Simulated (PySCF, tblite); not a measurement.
# C5H12BGa: geometry, infrared bands and NMR shifts

Wanted: the infrared bands and NMR shifts of C5H12BGa (`B[C@@H]([GaH2])[C@@H](C)C=C`), by calculation.

The runs use tblite 0.8.0 and PySCF 2.14.0, with density-fitted response routines of our own; the level of theory stands in each step. All values are computed, except where a source is named. Atoms are numbered from 0 throughout.

### Step 1. The starting structure

19 atoms, charge 0, multiplicity 1; geometry from: force field or distance geometry start.

Bonds of the start (Å): B0–C1 1.55, C1–Ga2 2.06, C1–C3 1.51, C3–C4 1.55, C3–C5 1.48, C5–C6 1.31, B0–H7 1.19, B0–H8 1.20, C1–H9 1.14, Ga2–H10 1.55, Ga2–H11 1.65, C3–H12 1.13, C4–H13 1.10, C4–H14 1.10, C4–H15 1.10, C5–H16 1.09, C6–H17 1.10, C6–H18 1.07.

### Step 2. Relaxing the molecule with GFN2-xTB

The job: settings as JSON, then the geometry in Å.

```
{"job": {"kind": "relax", "xc": "GFN2-xTB", "basis": "xTB"}, "charge": 0, "multiplicity": 1}
B      0.558300    -0.616500    -1.945300
C      0.694300    -0.385400    -0.414300
Ga     1.857500     1.197900     0.205400
C     -0.518000    -0.738400     0.404700
C     -0.136500    -0.454300     1.879500
C     -1.720900     0.068700     0.108600
C     -1.813800     0.994100    -0.814000
H     -0.331900    -1.325800    -2.300000
H      1.576400    -0.762000    -2.554600
H      1.492100    -1.115500    -0.061700
H      2.159200     2.642700    -0.267500
H      3.428900     0.772500     0.498000
H     -0.788700    -1.828800     0.323500
H     -0.643300    -1.184600     2.522000
H      0.958700    -0.550900     1.982400
H     -0.366300     0.601200     2.102900
H     -2.601900    -0.121800     0.728000
H     -2.775500     1.509700    -0.917400
H     -1.038300     1.306500    -1.487600
```

The run is started by

```console
> OMP_NUM_THREADS=1 python probes_run.py task.json out
```

This one command runs all jobs of the session in turn.

**Question.** This job is followed by: GFN2-xTB harmonic vibrations, gas phase; GIAO PBE0/pcSseg-1 NMR shielding, non-relativistic, gas phase. What will the session give for the following? strongest single infrared mode (GFN2-xTB); zero-point energy (GFN2-xTB); 13C shifts against TMS (PBE0/pcSseg-1); 1H shifts against TMS (PBE0/pcSseg-1, means over atoms taken as alike); 11B shifts against BF3·OEt2 (PBE0/pcSseg-1); shieldings of Ga (PBE0/pcSseg-1); surface potential, 1st and 99th percentile.

As calculated:

| quantity | value |
| --- | --- |
| strongest single infrared mode (GFN2-xTB) | 1529 cm⁻¹, 740 km/mol |
| zero-point energy (GFN2-xTB) | 90.0 kcal/mol |
| 13C shifts against TMS (PBE0/pcSseg-1) | 152.2, 123.1, 80.3, 43.7, 36.2 ppm |
| 1H shifts against TMS (PBE0/pcSseg-1, means over atoms taken as alike) | 7.39, 7.29, 6.68, 6.54, 5.82, 5.11, 2.87, 1.17 ppm |
| 11B shifts against BF3·OEt2 (PBE0/pcSseg-1) | 71.3 ppm |
| shieldings of Ga (PBE0/pcSseg-1) | Ga2 1106.6 ppm |
| surface potential, 1st and 99th percentile | -0.72 V and 2.27 V |

**Reading.** Over 103 steps the energy fell by 0.964 eV; of the close pairs, Ga2–H11 changed most, 1.654 to 1.599 Å. The lowest mode is imaginary (37i cm⁻¹), so the xTB geometry is not a minimum. The strongest single mode, at 1529 cm⁻¹, moves mainly H10. GFN2-xTB is a fitted tight-binding method: band positions and strengths are rough. Its intensities can rank the bands wrongly. C5 (alkene CH) lies farthest downfield among carbon, at 152.2 ppm; as expected for a trigonal carbon in a double bond. At PBE0/pcSseg-1: Shielding is most anisotropic at Ga2 (span 569 ppm, paramagnetic term -1532 ppm). By nearest atom (PBE0/pcSseg-1), the HOMO sits on C6 26 %; C5 20 % and the LUMO on Ga2 33 %; B0 15 %. Spin-orbit coupling is left out, which matters for shieldings and couplings at and beside the heavy atoms.
